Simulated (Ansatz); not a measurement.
**Zn started on an Al site and an N vacancy in wurtzite AlN, 15 atoms, charge +1**

Wanted: the effect of changed settings on energy, forces, pressure and convergence.

Program: Ansatz 0.2.0, PAW, plane waves. These are calculated values, not measurements.

1 further run of the same task is left out (it didn't finish).

### 1 The system as built

15 atoms (7 Al, 1 Zn, 7 N); a = 6.228 Å, b = 5.393 Å, c = 4.984 Å, α = 90.00°, β = 90.00°, γ = 90.00°. All atoms were shaken off their sites by about 0.04 Å along each axis. Defect site 1: (0.500, 0.667, 0.497). Defect site 2: (0.500, 0.333, 0.379). Starting moments add up to 1 μB.

### 2 PBEsol on the given atoms

Input file in.yaml:

```yaml
crystal:
  lattice:
    - [6.227632, 0.000000, 0.000000]
    - [0.000000, 5.393287, 0.000000]
    - [0.000000, 0.000000, 4.983529]
  atoms:
    - { symbol: Al, position: [0.259969, 0.171756, 0.493675], spin: 0.143 }
    - { symbol: Al, position: [0.996182, 0.671963, 0.490957] }
    - { symbol: Al, position: [0.743858, 0.162464, 0.498755], spin: 0.143 }
    - { symbol: Al, position: [0.996014, 0.338288, 0.013037] }
    - { symbol: Al, position: [0.491777, 0.333954, 0.993083], spin: 0.143 }
    - { symbol: Al, position: [0.247642, 0.828484, 0.986727] }
    - { symbol: Al, position: [0.757574, 0.825876, 0.993191] }
    - { symbol: Zn, position: [0.496656, 0.651291, 0.499481], spin: 0.143 }
    - { symbol: N, position: [0.002871, 0.328718, 0.371180] }
    - { symbol: N, position: [0.249236, 0.842079, 0.372079], spin: 0.143 }
    - { symbol: N, position: [0.762600, 0.843485, 0.375330], spin: 0.143 }
    - { symbol: N, position: [0.251685, 0.173126, 0.886069] }
    - { symbol: N, position: [0.003687, 0.665171, 0.876849] }
    - { symbol: N, position: [0.737395, 0.162153, 0.880527] }
    - { symbol: N, position: [0.492710, 0.662468, 0.884407], spin: 0.143 }
kpoints:
  mp_grid: { grid: [2, 2, 2], shift: [0.5, 0.5, 0.5] }
hamiltonian:
  xc: pbesol
total_charge: 1
magnetization:
  spin_polarized: true
scf:
  occupations: { method: fermi_dirac, width: 0.01 }
output:
  forces: true
  eigenvalues: true
  populations: true
  charged_corrections: { epsilon: 8.5 }
  write_density: true
  write_potential: true
  elf: true
  volumetric_format: npy
```

On the command line:

```bash
$ ansatz run in.yaml --threads 8 --pin off --max-ram 13300MiB --runs-dir r --events-out ev --progress --plain
```

The base run's log is left out here. Its report gave:

```csv
item,value
plane waves,3267
k points,4
bands,50
electrons,67
SCF iterations,16
free energy (eV),-9626.1737
E at zero smearing (eV),-9626.1737
Fermi energy (eV),7.058
magnetisation (μB),1.000
largest force (eV/Å),2.477 on atom 4
monopole term (eV),0.430
```

Wall time 4.2 s (8 threads of Arm Neoverse-V1, shared host); peak memory 0.61 GiB.

At a 2×2×2 mesh the filled levels end at 6.901 eV and the empty ones begin at 7.212 eV, a spacing of 0.31 eV.

Largest Löwdin moments: N10 +0.15, Al1 +0.14, Al3 +0.14, N15 +0.12, N11 +0.10, Al5 +0.08.

Density in a lattice plane of the grid's cell (edges 6.23 and 4.98 Å, at 0.651 of the third edge), which holds Al and Zn and N.

Values in e/Å³, 10 rows by 12 columns:
```
 3.55  2.15  0.44  0.17  0.48  2.37  3.53  1.81  0.37  0.16  0.39  1.88
 2.97  1.45  0.31  0.12  0.31  1.40  2.60  1.09  0.24  0.11  0.28  1.28
 0.78  0.46  0.15  0.08  0.16  0.47  0.78  0.42  0.14  0.07  0.14  0.44
 0.17  0.17  0.12  0.10  0.21  1.24  4.99  1.04  0.19  0.11  0.13  0.16
 0.06  0.11  0.21  0.21  0.38  5.14 42.56  3.82  0.33  0.22  0.23  0.10
 0.08  0.16  0.29  0.34  0.36  1.25  5.20  1.05  0.31  0.34  0.32  0.17
 0.12  0.15  0.21  0.27  0.23  0.23  0.32  0.21  0.20  0.26  0.23  0.16
 0.10  0.10  0.12  0.14  0.12  0.11  0.10  0.10  0.12  0.14  0.13  0.11
 0.27  0.21  0.14  0.11  0.15  0.23  0.28  0.21  0.14  0.11  0.14  0.21
 1.46  0.85  0.30  0.14  0.33  0.97  1.60  0.79  0.27  0.14  0.28  0.79
```
Columns run along the first of these edges and rows up along the second, over one cell in 12 and 10 even steps from the bottom left corner. Atoms in the plane (fractional): Al at (1.00, 0.49), Zn at (0.50, 0.50), N at (0.00, 0.88), N at (0.49, 0.88).

ELF in the same plane.

Values, 10 rows by 12 columns:
```
0.14 0.76 0.70 0.14 0.72 0.74 0.11 0.79 0.67 0.16 0.69 0.78
0.61 0.79 0.57 0.11 0.54 0.78 0.65 0.78 0.47 0.11 0.55 0.79
0.87 0.76 0.27 0.06 0.20 0.37 0.44 0.35 0.17 0.06 0.26 0.74
0.22 0.20 0.15 0.14 0.16 0.14 0.04 0.15 0.15 0.15 0.16 0.17
0.05 0.03 0.44 0.42 0.20 0.04 0.00 0.05 0.20 0.45 0.48 0.02
0.02 0.16 0.56 0.57 0.30 0.12 0.04 0.13 0.28 0.58 0.59 0.15
0.09 0.19 0.41 0.50 0.35 0.16 0.18 0.15 0.33 0.50 0.44 0.21
0.08 0.09 0.17 0.28 0.16 0.10 0.09 0.09 0.16 0.29 0.19 0.10
0.44 0.37 0.19 0.11 0.20 0.39 0.45 0.38 0.21 0.12 0.19 0.36
0.78 0.81 0.61 0.13 0.65 0.81 0.76 0.80 0.61 0.13 0.60 0.80
```
Columns run along the first of these edges and rows up along the second, over one cell in 12 and 10 even steps from the bottom left corner. Atoms in the plane (fractional): Al at (1.00, 0.49), Zn at (0.50, 0.50), N at (0.00, 0.88), N at (0.49, 0.88).

Both are smooth fields of the valence electrons: close to the nuclei they are not physical.

Spin density (up less down) in a lattice plane of the grid's cell (edges 6.23 and 4.98 Å, at 0.651 of the third edge), which holds Al and Zn and N.

Values in e/Å³, 10 rows by 12 columns:
```
0.01 0.01 0.00 0.00 0.00 0.01 0.09 0.01 0.00 0.00 0.00 0.00
0.01 0.00 0.00 0.00 0.00 0.03 0.13 0.02 0.00 0.00 0.00 0.00
0.00 0.00 0.00 0.00 0.00 0.01 0.02 0.01 0.00 0.00 0.00 0.00
0.00 0.00 0.00 0.00 0.00 0.00 0.02 0.00 0.00 0.00 0.00 0.00
0.00 0.00 0.01 0.00 0.00 0.02 0.15 0.01 0.00 0.00 0.00 0.00
0.00 0.00 0.01 0.01 0.00 0.01 0.03 0.00 0.00 0.01 0.01 0.00
0.00 0.00 0.01 0.01 0.00 0.00 0.01 0.00 0.00 0.00 0.00 0.00
0.00 0.00 0.00 0.00 0.00 0.00 0.00 0.00 0.00 0.00 0.00 0.00
0.00 0.00 0.00 0.00 0.00 0.00 0.01 0.00 0.00 0.00 0.00 0.00
0.00 0.00 0.00 0.00 0.00 0.02 0.06 0.02 0.00 0.00 0.00 0.00
```
Columns run along the first of these edges and rows up along the second, over one cell in 12 and 10 even steps from the bottom left corner. Atoms in the plane (fractional): Al at (1.00, 0.49), Zn at (0.50, 0.50), N at (0.00, 0.88), N at (0.49, 0.88).

Outside the cores ELF peaks at 0.94 beside Al, off the lines to its neighbours, 1.5 Å from Al; 0.90 on the N–Al line, 0.7 Å from N; 0.82 in the shell around N, 0.7 Å from N.

### 3 Run again with density cutoff ratio 8

Changes to in.yaml since step 2:

```diff
@@ -23,2 +23,3 @@
   mp_grid: { grid: [2, 2, 2], shift: [0.5, 0.5, 0.5] }
+basis: { ecutrho_ratio: 8 }
 hamiltonian:
@@ -30,2 +31,3 @@
   occupations: { method: fermi_dirac, width: 0.01 }
+  max_iter: 90
 output:
@@ -33,7 +35,2 @@
   eigenvalues: true
-  populations: true
-  charged_corrections: { epsilon: 8.5 }
-  write_density: true
-  write_potential: true
-  elf: true
-  volumetric_format: npy
+  stress: true
```

On the command line:

```bash
$ ansatz run in.yaml --threads 8 --pin off --max-ram 13300MiB --runs-dir r --events-out ev --progress --plain
```

The program printed, cut to the lines that bear on the results:

```text
Pseudopotentials: kind: paw
Functional definition: PBEsol
[...]
Crystal: 15 atoms, lattice volume = 167.384 Å³
Basis set: ecut = 420 eV, 3267 PW (Γ), exchange–correlation on 120×108×96 points (8 copies of the dense FFT grid, shifted against one another)
Bands: 50, of which v1, the nominal top of the filled ones, is band 34 counted from 1 (33 counted from 0)
Symmetry: 1 space group operations
Space group: P1 (ITA 1), of the structure as read, at distance tolerance 5.5e-5 Å
Magnetic group: BNS 1.1 (UNI 1), of the structure as read, at distance tolerance 5.5e-5 Å
k-points: 4 of 8 (time reversal used)
[...]
Starting moments: Σ|m| = 1.001 μB on 7 of 15 sites
[...]
SCF iter   1: F=—  HF=-9638.758619 eV  |F-HF|=—  |Δ(HF+E_count)|=         —  Δρ=7.49e-2 (↑6.91e-2 ↓7.49e-2)  dr2=4.22e1  dr2_m=8.54e-2  M=0.968 μB ∫|m|=0.983 μB  β_m=0.30  ethr=3.10e-3  ⟨swp⟩=6.0  Hψ=1735  notcnv=0  defer=30
[...]
spin=Collinear: Resta preconditioning applied to the charge; magnetization (m = ρ↑ − ρ↓) channel mixes plain (no charge-response kernel on spin).
[...]
spin-set hold released at iteration 7 (site moments contracting): the magnetisation degrees of freedom join the quasi-Newton model from the next iteration; the mixer history was flushed
[...]
SCF iter  16: F=-9626.173680 eV  HF=-9626.173680 eV  |F-HF|=2.33e-10  |Δ(HF+E_count)|=  2.58e-10  Δρ=4.18e-7 (↑2.72e-7 ↓4.18e-7)  dr2=5.30e-10  dr2_m=6.90e-11  M=1.000 μB ∫|m|=1.018 μB  ethr=2.02e-12  ⟨swp⟩=2.0  Hψ=700  notcnv=0
[...]
SCF converged after 16 iterations
Magnetization: 1.0000 μB (34.0000 up, 33.0000 down)
Absolute magnetization: 1.0194 μB (∫|ρ↑−ρ↓|, with the PAW one-centre terms)
Spin contamination: 0.0015 ħ² per cell (⟨S²⟩ above its minimum at these occupations)
[...]
Free energy (F): -9626.173680 eV
[...]
E sigma→0 (E₀):  -9626.173680 eV
Entropy (-TS):   -0.000000 eV (-0.000 meV/atom)
Fermi energy:    7.057600 eV
[...]
--- Forces (eV/Å), atoms counted from 1 ---
  atom   1  Al    -1.68038904    -0.80434258     0.82032894
  atom   2  Al     1.02867882    -0.37611132     0.65661531
  atom   3  Al     1.68037439    -0.09927400     0.53179241
  atom   4  Al    -0.04073795    -0.35331668    -2.45141531
  atom   5  Al     0.74814051     0.39637006    -1.01414764
  atom   6  Al     0.17315270     0.69797841     0.60539189
  atom   7  Al    -1.08379104     0.13300826     0.11980524
  atom   8  Zn     0.37801658     0.81386923    -0.60185805
[...]
--- Stress (GPa, compression-positive) ---
        6.121328      -1.777559       0.549355
       -1.777558       3.443332      -0.474220
        0.549350      -0.474209       6.195225
  P = ⅓ Tr σ = 5.2533 GPa (52.533 kbar)
--- Band table (eV; the first three rows and the last of 8) ---
[...]
```

It took 3.1 s on 8 threads of Arm Neoverse-V1, shared host; peak memory 0.72 GiB.

Compared with the base run, energy 0.0 meV/atom; forces by 0.000 eV/Å rms; frontier spacing 0.31 eV (base 0.31).

### 4 Variant: mixing beta 0.2

Changes to in.yaml since step 3:

```diff
@@ -23,3 +23,2 @@
   mp_grid: { grid: [2, 2, 2], shift: [0.5, 0.5, 0.5] }
-basis: { ecutrho_ratio: 8 }
 hamiltonian:
@@ -31,3 +30,4 @@
   occupations: { method: fermi_dirac, width: 0.01 }
-  max_iter: 90
+  max_iter: 80
+  mixing: { beta: 0.2 }
 output:
```

On the command line:

```bash
$ ansatz run in.yaml --threads 8 --pin off --max-ram 13300MiB --runs-dir r --events-out ev --progress --plain
```

The program printed, cut to the lines that bear on the results:

```text
[... 2 set-up lines as earlier in the session ...]
[...]
Crystal: 15 atoms, lattice volume = 167.384 Å³
Basis set: ecut = 420 eV, 3267 PW (Γ), exchange–correlation on 90×80×72 points (8 copies of the dense FFT grid, shifted against one another)
Bands: 50, of which v1, the nominal top of the filled ones, is band 34 counted from 1 (33 counted from 0)
[... 2 set-up lines as earlier in the session ...]
Magnetic group: BNS 1.1 (UNI 1), of the structure as read, at distance tolerance 5.5e-5 Å
k-points: 4 of 8 (time reversal used)
[...]
Starting moments: Σ|m| = 1.001 μB on 7 of 15 sites
[...]
SCF iter   1: F=—  HF=-9638.758661 eV  |F-HF|=—  |Δ(HF+E_count)|=         —  Δρ=7.49e-2 (↑6.91e-2 ↓7.49e-2)  dr2=4.22e1  dr2_m=8.54e-2  M=0.968 μB ∫|m|=0.983 μB  β_m=0.20  ethr=3.10e-3  ⟨swp⟩=6.0  Hψ=1735  notcnv=0  defer=30
[...]
Spin contamination: 0.0015 ħ² per cell (⟨S²⟩ above its minimum at these occupations)
[...]
Free energy (F): -9626.173696 eV
[...]
E sigma→0 (E₀):  -9626.173696 eV
Entropy (-TS):   -0.000000 eV (-0.000 meV/atom)
Fermi energy:    7.057597 eV
[...]
--- Forces (eV/Å), atoms counted from 1 ---
  atom   1  Al    -1.68039382    -0.80435106     0.82032889
  atom   2  Al     1.02868347    -0.37611175     0.65660980
  atom   3  Al     1.68037877    -0.09927291     0.53178992
  atom   4  Al    -0.04073841    -0.35331644    -2.45140259
  atom   5  Al     0.74814018     0.39638677    -1.01415445
  atom   6  Al     0.17316882     0.69797068     0.60538833
  atom   7  Al    -1.08380125     0.13300289     0.11980521
  atom   8  Zn     0.37801779     0.81387620    -0.60185256
[...]
--- Stress (GPa, compression-positive) ---
        6.121374      -1.777557       0.549357
       -1.777556       3.443372      -0.474219
        0.549352      -0.474209       6.195279
  P = ⅓ Tr σ = 5.2533 GPa (52.533 kbar)
--- Band table (eV; the first three rows and the last of 8) ---
[...]
```

It took 2.8 s on 8 threads of Arm Neoverse-V1, shared host; peak memory 0.59 GiB.

Compared with the base run, energy 0.0 meV/atom; forces by 0.000 eV/Å rms; frontier spacing 0.31 eV (base 0.31).

### 5 Changed settings: dispersion rVV10, k points 2×2×1

Changes to in.yaml since step 4:

```diff
@@ -22,5 +22,6 @@
 kpoints:
-  mp_grid: { grid: [2, 2, 2], shift: [0.5, 0.5, 0.5] }
+  mp_grid: { grid: [2, 2, 1] }
 hamiltonian:
   xc: pbesol
+  dispersion: rvv10
 total_charge: 1
@@ -30,4 +31,3 @@
   occupations: { method: fermi_dirac, width: 0.01 }
-  max_iter: 80
-  mixing: { beta: 0.2 }
+  max_iter: 90
 output:
```

On the command line:

```bash
$ ansatz run in.yaml --threads 8 --pin off --max-ram 13300MiB --runs-dir r --events-out ev --progress --plain
```

The program printed:

```text
Error: inconsistent input (hamiltonian.dispersion, hamiltonian.xc): `dispersion: rvv10` has no transferable b for PBE exchange — Sabatini et al. (2013) fitted b=6.3 to rPW86, and the PBE refits of Peng & Perdew (2017) are task-dependent (b=6.6 S22 / b=10.0 layered). Use `xc: {exchange: rpw86, correlation: pbe}` for the original rVV10 or `xc: r2scan` for the r²SCAN+rVV10 pairing
```

Hardware: 8 threads of Arm Neoverse-V1, shared host.

The program refused the input before any cycle. The line that matters: «inconsistent input (hamiltonian.dispersion, hamiltonian.xc): `dispersion: rvv10` has no transferable b for PBE exchange — Sabatini et al. (2013) fitted b=6.3 to rPW86 ...»

Look at the input: hamiltonian.dispersion is rvv10. The dispersion term doesn't fit the functional.

Remedy: delete hamiltonian.dispersion.

### 6 Changed settings: accuracy high

Changes to in.yaml since step 5:

```diff
@@ -1 +1,2 @@
+accuracy: high
 crystal:
@@ -22,6 +23,5 @@
 kpoints:
-  mp_grid: { grid: [2, 2, 1] }
+  mp_grid: { grid: [2, 2, 2], shift: [0.5, 0.5, 0.5] }
 hamiltonian:
   xc: pbesol
-  dispersion: rvv10
 total_charge: 1
@@ -31,3 +31,3 @@
   occupations: { method: fermi_dirac, width: 0.01 }
-  max_iter: 90
+  max_iter: 50
 output:
```

On the command line:

```bash
$ ansatz run in.yaml --threads 8 --pin off --max-ram 13300MiB --runs-dir r --events-out ev --progress --plain
```

The program printed, cut to the lines that bear on the results:

```text
[... 2 set-up lines as earlier in the session ...]
[...]
Crystal: 15 atoms, lattice volume = 167.384 Å³
Basis set: ecut = 420 eV, 3267 PW (Γ), exchange–correlation on 96×90×80 points (8 copies of the dense FFT grid, shifted against one another)
Bands: 50, of which v1, the nominal top of the filled ones, is band 34 counted from 1 (33 counted from 0)
[... 2 set-up lines as earlier in the session ...]
Magnetic group: BNS 1.1 (UNI 1), of the structure as read, at distance tolerance 5.5e-5 Å
k-points: 4 of 8 (time reversal used)
[...]
Starting moments: Σ|m| = 1.001 μB on 7 of 15 sites
[...]
SCF iter   1: F=—  HF=-9638.758660 eV  |F-HF|=—  |Δ(HF+E_count)|=         —  Δρ=7.49e-2 (↑6.91e-2 ↓7.49e-2)  dr2=4.22e1  dr2_m=8.54e-2  M=0.968 μB ∫|m|=0.983 μB  β_m=0.30  ethr=3.10e-3  ⟨swp⟩=6.0  Hψ=1735  notcnv=0  defer=30
[...]
Spin contamination: 0.0015 ħ² per cell (⟨S²⟩ above its minimum at these occupations)
[...]
Free energy (F): -9626.173696 eV
[...]
E sigma→0 (E₀):  -9626.173696 eV
Entropy (-TS):   -0.000000 eV (-0.000 meV/atom)
Fermi energy:    7.057599 eV
[...]
--- Forces (eV/Å), atoms counted from 1 ---
  atom   1  Al    -1.68038947    -0.80434363     0.82032901
  atom   2  Al     1.02867694    -0.37611003     0.65661513
  atom   3  Al     1.68037478    -0.09927608     0.53179073
  atom   4  Al    -0.04073876    -0.35331613    -2.45141178
  atom   5  Al     0.74813987     0.39636984    -1.01414902
  atom   6  Al     0.17315181     0.69797617     0.60538931
  atom   7  Al    -1.08378873     0.13300762     0.11980640
  atom   8  Zn     0.37801725     0.81386958    -0.60185918
[...]
--- Stress (GPa, compression-positive) ---
        6.121309      -1.777558       0.549355
       -1.777557       3.443314      -0.474223
        0.549350      -0.474212       6.195210
  P = ⅓ Tr σ = 5.2533 GPa (52.533 kbar)
--- Band table (eV; the first three rows and the last of 8) ---
[...]
```

It took 2.9 s on 8 threads of Arm Neoverse-V1, shared host; peak memory 0.6 GiB.

Compared with the base run, energy 0.0 meV/atom; forces by 0.000 eV/Å rms; frontier spacing 0.31 eV (base 0.31).

### 7 Changed settings: k points one point at (½, ½, ½)

Changes to in.yaml since step 6:

```diff
@@ -1,2 +1 @@
-accuracy: high
 crystal:
@@ -23,3 +22,3 @@
 kpoints:
-  mp_grid: { grid: [2, 2, 2], shift: [0.5, 0.5, 0.5] }
+  mp_grid: { grid: [1, 1, 1], shift: [0.5, 0.5, 0.5] }
 hamiltonian:
```

On the command line:

```bash
$ ansatz run in.yaml --threads 8 --pin off --max-ram 13300MiB --runs-dir r --events-out ev --progress --plain
```

The program printed, cut to the lines that bear on the results:

```text
[... 2 set-up lines as earlier in the session ...]
[...]
Crystal: 15 atoms, lattice volume = 167.384 Å³
Basis set: ecut = 420 eV, 3267 PW (Γ), exchange–correlation on 90×80×72 points (8 copies of the dense FFT grid, shifted against one another)
Bands: 50, of which v1, the nominal top of the filled ones, is band 34 counted from 1 (33 counted from 0)
[... 2 set-up lines as earlier in the session ...]
Magnetic group: BNS 1.1 (UNI 1), of the structure as read, at distance tolerance 5.5e-5 Å
k-points: 1
[...]
Starting moments: Σ|m| = 1.001 μB on 7 of 15 sites
[...]
SCF iter   1: F=—  HF=-9638.378661 eV  |F-HF|=—  |Δ(HF+E_count)|=         —  Δρ=7.58e-2 (↑6.99e-2 ↓7.58e-2)  dr2=4.31e1  dr2_m=1.01e-1  M=0.997 μB ∫|m|=1.029 μB  β_m=0.30  ethr=3.10e-3  ⟨swp⟩=6.0  Hψ=424  notcnv=0  defer=4
[...]
Absolute magnetization: 1.1049 μB (∫|ρ↑−ρ↓|, with the PAW one-centre terms)
Spin contamination: 0.0035 ħ² per cell (⟨S²⟩ above its minimum at these occupations)
[...]
Free energy (F): -9625.443153 eV
[...]
E sigma→0 (E₀):  -9625.443153 eV
Fermi energy:    7.194673 eV
[...]
--- Forces (eV/Å), atoms counted from 1 ---
  atom   1  Al    -2.03258269    -1.20031122     0.72184640
  atom   2  Al     1.08770519    -0.51743000     0.50179477
  atom   3  Al     1.97279915    -0.38206442     0.38398910
  atom   4  Al     0.00842292    -0.39049096    -2.18857727
  atom   5  Al     0.78267082    -0.18879380    -1.28715345
  atom   6  Al    -0.38418225     1.18568286     0.93695749
  atom   7  Al    -0.47860974     0.59421978     0.40307375
  atom   8  Zn     0.38532999     1.05185441    -0.60477611
[...]
--- Stress (GPa, compression-positive) ---
        0.570637      -1.648989       0.413374
       -1.648990       8.763230      -1.222781
        0.413370      -1.222750       6.490069
  P = ⅓ Tr σ = 5.2746 GPa (52.746 kbar)
--- Band table (eV) ---
[...]
```

It took 1.1 s on 8 threads of Arm Neoverse-V1, shared host; peak memory 0.41 GiB.

Compared with the base run, energy +48.7 meV/atom; forces by 0.332 eV/Å rms; frontier spacing 0.63 eV (base 0.31).

### 8 Outcome

| settings | status | cycles | time | energy from base (meV/atom) | forces from base (eV/Å rms) | filled to empty level on the mesh (eV) |
| --- | --- | --- | --- | --- | --- | --- |
| base | converged | 16 | 4.2 s (8 CPU threads) | 0 | 0 | 0.31 |
| density cutoff ratio 8 | converged | 16 | 3.1 s (8 CPU threads) | 0.0 | 0.000 | 0.31 |
| mixing beta 0.2 | converged | 17 | 2.8 s (8 CPU threads) | 0.0 | 0.000 | 0.31 |
| dispersion rVV10, k points 2×2×1 | refused | - | 0.1 s (8 CPU threads) | - | - | - |
| accuracy high | converged | 16 | 2.9 s (8 CPU threads) | 0.0 | 0.000 | 0.31 |
| k points one point at (½, ½, ½) | converged | 16 | 1.1 s (8 CPU threads) | +48.7 | 0.332 | 0.63 |

Among these variants the forces move most with k points one point at (½, ½, ½) (0.332 eV/Å rms). 1 of 5 variants gave no result: dispersion rVV10, k points 2×2×1 (refused).
